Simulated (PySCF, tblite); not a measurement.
**C5H10BNO2: geometry, infrared bands and NMR shifts**

Aim: predict the infrared bands and NMR shifts of C5H10BNO2 (`CC[C@@H](C)OB(O)C#N`).

The runs use tblite 0.8.0 and PySCF 2.14.0, with density-fitted response routines of our own; the level of theory stands in each step. All values are computed, except where a source is named. Atoms count from 0, in the outputs and in this text.

### 1 The starting structure

19 atoms, charge 0, multiplicity 1; geometry from: force field or distance geometry start.

Bonds of the start (Å): C0–C1 1.54, C1–C2 1.54, C2–C3 1.55, C2–O4 1.41, O4–B5 1.48, B5–O6 1.47, B5–C7 1.54, C7–N8 1.16, C0–H9 1.11, C0–H10 1.12, C0–H11 1.10, C1–H12 1.12, C1–H13 1.10, C2–H14 1.11, C3–H15 1.09, C3–H16 1.11, C3–H17 1.10, O6–H18 0.98.

### 2 Optimising the geometry with GFN2-xTB

What the job is given:

```
{"job": {"kind": "relax", "xc": "GFN2-xTB", "basis": "xTB"}, "charge": 0, "multiplicity": 1}
C     -1.263100    -0.592400     1.803200
C     -1.396100     0.455000     0.681300
C     -0.272600     0.282500    -0.357700
C     -0.503700     1.287900    -1.515100
O      0.969300     0.546000     0.259200
B      2.005300    -0.368900    -0.259500
O      2.834400     0.022500    -1.403100
C      2.295200    -1.684700     0.478300
N      2.502400    -2.688300     1.026500
H     -1.332300    -1.616700     1.386300
H     -2.107300    -0.459000     2.525000
H     -0.314500    -0.472800     2.349500
H     -1.345900     1.468600     1.149200
H     -2.382300     0.332900     0.205700
H     -0.386000    -0.740000    -0.777100
H      0.275800     1.147100    -2.270900
H     -1.492700     1.114900    -1.976700
H     -0.454600     2.319000    -1.129800
H      2.358800    -0.344300    -2.181700
```

Launch:

```console
$ OMP_NUM_THREADS=1 python probes_run.py task.json out
```

This one command runs all jobs of the session in turn.

**Question.** This job is followed by: GFN2-xTB harmonic vibrations, gas phase; GIAO PBE0/pcSseg-1 NMR shielding, non-relativistic, gas phase. Predict these results of the whole session: strongest single infrared mode (GFN2-xTB); zero-point energy (GFN2-xTB); 13C shifts against TMS (PBE0/pcSseg-1); 1H shifts against TMS (PBE0/pcSseg-1, means over atoms taken as alike); 17O shifts against H2O (PBE0/pcSseg-1); 11B shifts against BF3·OEt2 (PBE0/pcSseg-1); 15N shifts against NH3 (PBE0/pcSseg-1).

The runs gave:

| quantity | value |
| --- | --- |
| strongest single infrared mode (GFN2-xTB) | 1278 cm⁻¹, 444 km/mol |
| zero-point energy (GFN2-xTB) | 95.1 kcal/mol |
| 13C shifts against TMS (PBE0/pcSseg-1) | 125.4, 75.2, 35.6, 26.1, 13.6 ppm |
| 1H shifts against TMS (PBE0/pcSseg-1, means over atoms taken as alike) | 4.37, 3.67, 1.71, 1.41, 1.28, 1.15 ppm |
| 17O shifts against H2O (PBE0/pcSseg-1) | 166.1, 121.0 ppm |
| 11B shifts against BF3·OEt2 (PBE0/pcSseg-1) | 14.6 ppm |
| 15N shifts against NH3 (PBE0/pcSseg-1) | 339.4 ppm |

**Reading.** The optimisation took 201 steps and gained 1.669 eV; among the close pairs (by a distance rule), O4–B5 changed most, from 1.476 to 1.345 Å. No mode is imaginary among the 51: a minimum at this level. The strongest single mode, at 1278 cm⁻¹, has its largest shares on B5, H14 and O4 (the list is cut at 3 atoms). GFN2-xTB is a fitted tight-binding method: band positions and strengths are rough. Its intensities can rank the bands wrongly. C7 (nitrile carbon) lies farthest downfield among carbon, at 125.4 ppm; typical of a nitrile. At PBE0/pcSseg-1: Shielding is most anisotropic at N8 (span 583 ppm, paramagnetic term -410 ppm).
